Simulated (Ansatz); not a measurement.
# AlB₂H₅Zn: basis-set convergence

Aim: see how fast density functionals converge with the basis set for AlB₂H₅Zn.

Computed with Ansatz 0.2.0, Gaussian basis. Level: one geometry, several basis sets.

The runs, in order: PBE0-D4/def2-SVP; ωB97M-V/def2-SVP; PBE0-D4/def2-QZVPP; ωB97M-V/def2-QZVPP; the functionals' def2-TZVPP values are taken from earlier runs.

## Step 1: The relaxed structure

The geometry comes from an earlier relaxation with PBE0-D4 in a triple-zeta def2 set; it is a stationary point, not always the lowest conformer.

9 atoms, charge 0, spin multiplicity 1.

Atoms are counted from 1 here; the program's logs count them from 0.

Bond lengths: B1–B2 1.526 Å, B1–Zn3 2.238 Å, B1–H5 1.209 Å, B1–H6 1.209 Å, B2–Zn3 2.357 Å, B2–H7 1.185 Å, Al4–H8 1.597 Å, Al4–H9 1.596 Å. Angles: B2–B1–Zn3 74.9°, B2–B1–H5 120.9°, B2–B1–H6 120.7°, Zn3–B1–H5 94.2°, Zn3–B1–H6 94.6°, H5–B1–H6 117.9°, B1–B2–Zn3 66.4°, B1–B2–H7 177.8°, Zn3–B2–H7 115.7°, B1–Zn3–B2 38.7°, H8–Al4–H9 115.4°.

## Step 2: PBE0-D4 in def2-SVP

The input, in.yaml:

```yaml
crystal:
  periodic: [false, false, false]
  atoms:
    - {symbol: B, position_ang: [0.604556, 1.506446, -1.247530]}
    - {symbol: B, position_ang: [1.727861, 0.480994, -1.369627]}
    - {symbol: Zn, position_ang: [0.008498, -0.176225, 0.102625]}
    - {symbol: Al, position_ang: [-1.412001, -1.467972, 1.734779]}
    - {symbol: H, position_ang: [-0.387033, 1.424487, -1.934069]}
    - {symbol: H, position_ang: [0.617878, 2.335745, -0.368565]}
    - {symbol: H, position_ang: [2.621776, -0.287086, -1.491769]}
    - {symbol: H, position_ang: [-1.325083, -3.057795, 1.862696]}
    - {symbol: H, position_ang: [-2.456462, -0.758597, 2.711460]}
basis:
  gaussian: {orbitals: def2-SVP}
hamiltonian: {xc: pbe0, dispersion: d4}
output: {orbitals: {seedname: orbitals}}
```

Command:

```bash
$ ansatz run in.yaml --threads 2 --pin off --events-out ev --progress --plain --max-ram 4352MiB
```

After this run come: ωB97M-V in def2-SVP; PBE0-D4 in def2-QZVPP; ωB97M-V in def2-QZVPP.

Q: Predict the results of all the runs planned. Wanted: PBE0-D4: double and triple zeta above quadruple; ωB97M-V: double and triple zeta above quadruple.

**Answer**, as computed:

| quantity | value |
| --- | --- |
| PBE0-D4: double and triple zeta above quadruple | 12.26, 1.44 eV |
| ωB97M-V: double and triple zeta above quadruple | 12.35, 1.41 eV |

**Reading.** PBE0-D4 gains 10.81 eV from double to triple zeta, then 1.44 eV more. Total energies overstate the basis error of differences, where much of it tends to cancel.
